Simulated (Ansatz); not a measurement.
# CH4Cl2OSeSn: geometry optimisation

What shape does CH4Cl2OSeSn take? The plan is to relax it.

The runs use Ansatz 0.2.0, Gaussian basis; RKS PBE0-D4/def2-TZVP.

Plan: relaxation at PBE0-D4/def2-TZVP.

1 further run of the same task is left out (set aside as unsound or not needed).

### Step 1. Starting geometry

SMILES `C[O][Sn]([Cl])([Cl])[SeH]`, 10 atoms, charge 0, spin multiplicity 1.

Atoms are counted from 1 here; the program's logs count them from 0.

Bond lengths: C1–O2 1.392 Å, C1–H7 1.093 Å, C1–H8 1.092 Å, C1–H9 1.093 Å, O2–Sn3 2.054 Å, Sn3–Cl4 2.338 Å, Sn3–Cl5 2.337 Å, Sn3–Se6 2.525 Å, Se6–H10 1.442 Å. Angles: O2–C1–H7 105.9°, O2–C1–H8 112.3°, O2–C1–H9 112.2°, H7–C1–H8 108.4°, H7–C1–H9 108.4°, H8–C1–H9 109.4°, C1–O2–Sn3 126.1°, O2–Sn3–Cl4 109.2°, O2–Sn3–Cl5 109.3°, O2–Sn3–Se6 97.6°, Cl4–Sn3–Cl5 106.4°, Cl4–Sn3–Se6 116.9°, Cl5–Sn3–Se6 116.8°, Sn3–Se6–H10 91.1°.

Coordinates:

```
C     0.5190   -1.6790    0.0539
O    -0.2062   -0.5866   -0.4120
Sn   -0.1098    1.3299    0.3203
Cl    2.1009    2.0823    0.2157
Cl   -0.7000    1.3249    2.5811
Se   -1.7513    2.3849   -1.2822
H     0.2120   -2.5270   -0.5637
H     0.2937   -1.9121    1.0971
H     1.5965   -1.5394   -0.0619
H    -1.9548    1.1221   -1.9483
```

The start is a GFN2-xTB geometry. Sn takes the def2 core potential; no spin-orbit term is included.

### Step 2. Geometry optimisation, PBE0-D4/def2-TZVP

in.yaml

```yaml
crystal:
  periodic: [false, false, false]
  atoms:
    - {symbol: C, position_ang: [0.519040, -1.679010, 0.053940]}
    - {symbol: O, position_ang: [-0.206170, -0.586570, -0.411970]}
    - {symbol: Sn, position_ang: [-0.109800, 1.329880, 0.320280]}
    - {symbol: Cl, position_ang: [2.100860, 2.082310, 0.215720]}
    - {symbol: Cl, position_ang: [-0.699970, 1.324930, 2.581070]}
    - {symbol: Se, position_ang: [-1.751290, 2.384900, -1.282180]}
    - {symbol: H, position_ang: [0.212010, -2.527020, -0.563740]}
    - {symbol: H, position_ang: [0.293650, -1.912120, 1.097090]}
    - {symbol: H, position_ang: [1.596520, -1.539370, -0.061880]}
    - {symbol: H, position_ang: [-1.954850, 1.122080, -1.948340]}
basis:
  gaussian: {orbitals: def2-TZVP}
hamiltonian: {xc: pbe0, dispersion: d4}
relax: {f_tol: 0.005, max_steps: 150}
```

Run with:

```bash
> ansatz run in.yaml --threads 2 --pin off --events-out ev --progress --plain --max-ram 22528MiB --backend cuda --devices 0, --max-vram 18GiB
```

Q: Predict the results of all the runs planned. Wanted: point group; shift from the start; total energy; dispersion term; dipole moment.

The runs gave:

```
                  quantity           value
               point group              Cs
                     steps              11
shift from the start (rms)         0.165 Å
              total energy  -99362.4194 eV
           dispersion term        -303 meV
             dipole moment          1.59 D
```

In words: The relaxed geometry lies 0.17 Å (rms) from the start; the bond that changed most is O2–Sn3, from 2.054 to 1.940 Å. No vibrations were run, so it is not proven to be a minimum. The largest Mulliken charge, +1.10 e, sits on Sn3.
